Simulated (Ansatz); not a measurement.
**CoF+ (sextet): wave-function methods side by side, def2-TZVPP**

The task here is to estimate one member of a computed series from the others.

The runs use Ansatz 0.2.0, Gaussian basis; def2-TZVPP, core rule «outside noble gas», up to 10 orbitals frozen.

To be run: UHF; ROHF; CCSD(T) on UHF.

### What is computed

The geometry is a PBE0/def2-TZVP stationary point (not a proven minimum) of the parent state, kept for this charge and spin.

2 atoms, charge 1, spin multiplicity 6.

Atoms are counted from 1 here; the program's logs count them from 0.

Bond lengths: Co1–F2 1.776 Å.

The first run:

in.yaml

```yaml
crystal:
  periodic: [false, false, false]
  atoms:
    - {symbol: Co, position_ang: [0.000000, 0.000000, 0.000000]}
    - {symbol: F, position_ang: [0.000000, 0.000000, 1.775600]}
basis:
  gaussian: {orbitals: def2-TZVPP}
total_charge: 1
magnetization: {spin_polarized: true, initial_magnetization: 5}
hamiltonian: {xc: hf}
output: {orbitals: {seedname: orbitals}}
```

The run is started by

```console
> ansatz run in.yaml --threads 1 --pin off --events-out ev --progress --plain --max-ram 2816MiB --backend cpu
```

Among the steps run: UHF; ROHF; CCSD(T) on UHF.

One table of the session follows, with a row left open; its other results are not shown here.

```
  method  from UCCSD(T) (kJ/mol)
    ROHF                 +1281.4
    UMP2                       ?
   UCCSD                   +70.6
UCCSD(T)                       0
```

Q: Estimate the row for UMP2 from the others.

**Answer.** from UCCSD(T) (kJ/mol): +112.2. In the column «from UCCSD(T) (kJ/mol)» it lies between UCCSD (+70.6) and ROHF (+1281.4).

Left out of the table: UHF (another determinant or state than the rows shown).

To keep in mind: Warnings: coupled cluster took another determinant than the lowest.
